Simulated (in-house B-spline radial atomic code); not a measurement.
**Au³¹⁺: ionisation energy by several methods**

Aim: the ionisation energy of Au³¹⁺ by several methods, each as the difference of two self-consistent energies (Au³¹⁺ and the next ion, [Kr] 4d10 4f1).

Program: in-house B-spline radial atomic code version 1. Level of theory: scalar-relativistic (X2C), several functionals, spin-polarised; spherical all-electron atom at the radial basis limit. These are calculated values, not measurements, unless marked.

## Step 1: What is computed

* element: gold (Z = 79)
* charge: +31
* electrons: 48
* configuration: [Kr] 4d10 4f2
* nucleus: Fermi, rms radius 5.437 fm

Outer shells as boxes (Hund's rule):

[Kr] 4d10 4f2
```
[Kr] core
4d [↑↓][↑↓][↑↓][↑↓][↑↓]
4f [↑ ][↑ ][  ][  ][  ][  ][  ]
```

Where spins are not typed, each open shell is filled with up spins first.

## Step 2: r2SCAN

Settings, as recorded:

```ini
Z = 79
electrons = 48.0
configuration = [Kr] 4d10 4f2
hamiltonian = x2c
method = r2scan
spin_polarised = True
nucleus = fermi
rms_radius = 5.4371
mass_number = 197
atomic_mass = 196.966570103
speed_of_light = 137.035999084
```

## Step 3: BP86

Settings: those of step 2 with these lines changed.

```diff
@@ -4,3 +4,3 @@
 hamiltonian = x2c
-method = r2scan
+method = b88,p86
 spin_polarised = True
```

## Step 4: PW91

Settings: those of step 3 with these lines changed.

```diff
@@ -4,3 +4,3 @@
 hamiltonian = x2c
-method = b88,p86
+method = pw91,pw91
 spin_polarised = True
```

**Question.** The tabulated ionisation energy is 1150 ± 60 eV (tabulated theoretical; NIST Atomic Spectra Database). What does each method give, and which comes nearest?

As calculated:

| method | rung | total energy (hartree) | ΔSCF (eV) | −ε highest (eV) | ΔSCF less tabulated (eV) |
| --- | --- | --- | --- | --- | --- |
| BP86 | GGA | -18531.8708 | 1136.38 | 1108.17 (4f up) | -13.62 |
| PW91 | GGA | -18531.3321 | 1136.52 | 1108.32 (4f up) | -13.48 |
| r2SCAN | meta-GGA | -18529.8110 | 1135.16 | 1107.30 (4f up) | -14.84 |

Against the tabulated ionisation energy, 1150 ± 60 eV (tabulated theoretical; NIST Atomic Spectra Database), the best here is PW91 (-13.48 eV) and the worst r2SCAN (-14.84 eV, or 1.3 %). The table's own uncertainty is as large as these misses, so the order means little. All methods miss on the same side by much the same amount, which points to something that they share. Relativistic terms that these runs lack can be as large as the gaps between close methods, so the nearest may be so by luck. Spin-orbit coupling is left out. Open shells are averaged (over orientations, and over spins where the run is restricted), while tables refer to the lowest levels.

Members of this set that are not shown: 4 used exact exchange with fractional occupations of an open shell, which is unsound here.
